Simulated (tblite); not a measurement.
# C4H9NSi2: the cost of one run

Computed with tblite 0.8.0 and PySCF 2.14.0, with density-fitted response routines of our own, on a single molecule, in the gas phase or a continuum. Atoms count from 0, in the outputs and in this text.

### 1 Starting geometry

16 atoms, charge 0, multiplicity 1; geometry from: force field or distance geometry start.

Bonds of the start (Å): N0–C1 1.15, C1–C2 1.46, C2–C3 1.49, C3–Si4 1.85, Si4–C5 1.84, C5–Si6 1.87, Si4–C2 1.89, C2–H7 1.10, C3–H8 1.13, C3–H9 1.10, Si4–H10 1.46, C5–H11 1.11, C5–H12 1.11, Si6–H13 1.47, Si6–H14 1.47, Si6–H15 1.45.

### 2 Optimising the geometry with GFN2-xTB

The job: settings as JSON, then the geometry in Å.

```
{"job": {"kind": "relax", "xc": "GFN2-xTB", "basis": "xTB"}, "charge": 0, "multiplicity": 1}
N     -3.229200     1.892500    -1.175300
C     -2.367900     1.176800    -0.928200
C     -1.281600     0.260600    -0.578900
C     -1.489500    -0.745700     0.499200
Si    -0.392900     0.643500     1.043600
C      1.429400     0.600400     0.819600
Si     2.087400    -1.001300     0.119700
H     -0.692300    -0.108900    -1.436400
H     -2.515200    -0.711200     0.961500
H     -1.020800    -1.742500     0.411700
H     -1.029600     1.659900     1.870000
H      1.996900     0.850400     1.745400
H      1.698300     1.397700     0.091500
H      2.826100    -1.666800     1.204400
H      0.992100    -1.828200    -0.412800
H      2.981100    -0.668200    -0.978800
```

Run with:

```sh
> OMP_NUM_THREADS=1 python probes_run.py task.json out
```

One launch serves the whole session: the jobs run in the order shown.

Q: Estimate the wall time and peak memory of this first job on 1 thread of Arm Neoverse N1, shared host.

About 1.4 s, with a peak of 0.18 GiB.
